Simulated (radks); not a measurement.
# Valence configurations of W⁺

The task here is to estimate one member of a computed series from the others.

Method: Dirac Kohn-Sham, BLYP, spin-unpolarised, spherical densities, finite nucleus; open shells fill j = l - 1/2 first. Code: radks (a radial shooting solver on a logarithmic mesh, Libxc functionals) version 1.

### Starting point

```
element            : tungsten (Z = 74)
charge             : +1
electrons          : 73
configuration      : [Xe] 4f14 5d4 6s1
nuclear rms radius : 5.3658 fm
others tried       : 4f14 5d4 6s0.5 6p0.5; 4f13.5 5d4.5 6s1; 4f14 5d4 6p1; 4f14 5d4.5 6s0.5; 4f14 5d3 6s1 6p1; 4f13 5d4 6s1 6p1; 4f14 5d3 6s2; 4f13 5d5 6s0.5 6p0.5; 4f13 5d5 6s1
```

Set-up of the first run:

The run's settings:

```text
Z 74
configuration [Xe] 4f14 5d4 6s1
relativity Dirac
functional b88,lyp
spin unpolarised
j_filling energy
nucleus finite rms 5.3658 fm
c 137.035999084
```

Steps of the session up to this table: [Xe] 4f14 5d4 6s1.

One of the session's tables, all rows but one given; the rest of the session is left out.

From the orbitals of this run (lengths in bohr):

```
level     <r>  outermost maximum (interpolated)  90 % within  nodes
5s1/2   1.069                             0.963         1.54      4
5p1/2   1.179                              1.03         1.72      3
5p3/2   1.284                              1.12         1.88      3
4f5/2  0.6034                             0.426         1.00      0
4f7/2  0.6131                             0.431         1.02      0
6s1/2   2.983                              2.58         4.36      5
5d3/2       ?                                 ?            ?      ?
5d5/2   2.024                              1.52         3.21      2
```

Q: Estimate the row for 5d3/2 from the others.

As computed: <r>: 1.948; outermost maximum (interpolated): 1.47; 90 % within: 3.08; nodes: 2. In the column «<r>» it lies between 5p3/2 (1.284) and 5d5/2 (2.024).
